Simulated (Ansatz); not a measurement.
# C₂H₇Ge radical: small, medium and large basis sets

An exercise on one series of results from a longer session: the logs are not shown, and one member is left open.

Computed with Ansatz 0.2.0, Gaussian basis. Level: one geometry, several basis sets.

Levels to be run: PBE0-D4/def2-SVP; ωB97M-V/def2-SVP; PBE0-D4/def2-QZVPP; ωB97M-V/def2-QZVPP; the functionals' def2-TZVPP values are taken from earlier runs.

## Structure used throughout

All runs share one geometry, relaxed beforehand with PBE0-D4 in a triple-zeta def2 set.

10 atoms, charge 0, spin multiplicity 2.

Atoms are counted from 1 here; the program's logs count them from 0.

Bond lengths: C1–Ge2 1.964 Å, C1–H4 1.094 Å, C1–H5 1.090 Å, C1–H6 1.091 Å, Ge2–C3 1.964 Å, Ge2–H7 1.553 Å, C3–H8 1.091 Å, C3–H9 1.094 Å, C3–H10 1.090 Å. Angles: Ge2–C1–H4 109.6°, Ge2–C1–H5 110.7°, Ge2–C1–H6 110.4°, H4–C1–H5 108.7°, H4–C1–H6 108.6°, H5–C1–H6 108.8°, C1–Ge2–C3 110.6°, C1–Ge2–H7 109.9°, C3–Ge2–H7 109.9°, Ge2–C3–H8 110.4°, Ge2–C3–H9 109.6°, Ge2–C3–H10 110.7°, H8–C3–H9 108.6°, H8–C3–H10 108.8°, H9–C3–H10 108.7°.

Set-up of the first run:

in.yaml reads:

```yaml
crystal:
  periodic: [false, false, false]
  atoms:
    - {symbol: C, position_ang: [-1.196461, 0.872859, -0.659740]}
    - {symbol: Ge, position_ang: [0.709689, 0.505296, -0.363257]}
    - {symbol: C, position_ang: [0.942211, -0.870243, 1.018878]}
    - {symbol: H, position_ang: [-1.703480, -0.044692, -0.971090]}
    - {symbol: H, position_ang: [-1.327332, 1.624873, -1.437967]}
    - {symbol: H, position_ang: [-1.660798, 1.232947, 0.259049]}
    - {symbol: H, position_ang: [1.371578, 0.041149, -1.688888]}
    - {symbol: H, position_ang: [0.502252, -0.539926, 1.960574]}
    - {symbol: H, position_ang: [0.445825, -1.793025, 0.705882]}
    - {symbol: H, position_ang: [1.999715, -1.080441, 1.179458]}
basis:
  gaussian: {orbitals: def2-SVP}
magnetization: {spin_polarized: true, initial_magnetization: 1}
hamiltonian: {xc: pbe0, dispersion: d4}
output: {orbitals: {seedname: orbitals}}
```

Among the steps run: PBE0-D4 in def2-SVP; ωB97M-V in def2-SVP; PBE0-D4 in def2-QZVPP; ωB97M-V in def2-QZVPP.

One of the session's tables, all rows but one given; the rest of the session is left out.

It belongs to the step «Functionals by basis». 

```
functional       basis  HOMO (eV)  LUMO (eV)
   PBE0-D4    def2-SVP      -5.48      -2.01
   PBE0-D4  def2-TZVPP      -5.52      -2.05
   PBE0-D4  def2-QZVPP          ?          ?
   ωB97M-V    def2-SVP      -7.44      -0.18
   ωB97M-V  def2-TZVPP      -7.49      -0.28
   ωB97M-V  def2-QZVPP      -7.51      -0.41
```

Estimate the missing values for PBE0-D4, def2-QZVPP.

**Answer.** HOMO (eV): -5.54; LUMO (eV): -2.11. In the column «HOMO (eV)» it lies between ωB97M-V, def2-SVP (-7.44) and PBE0-D4, def2-TZVPP (-5.52).
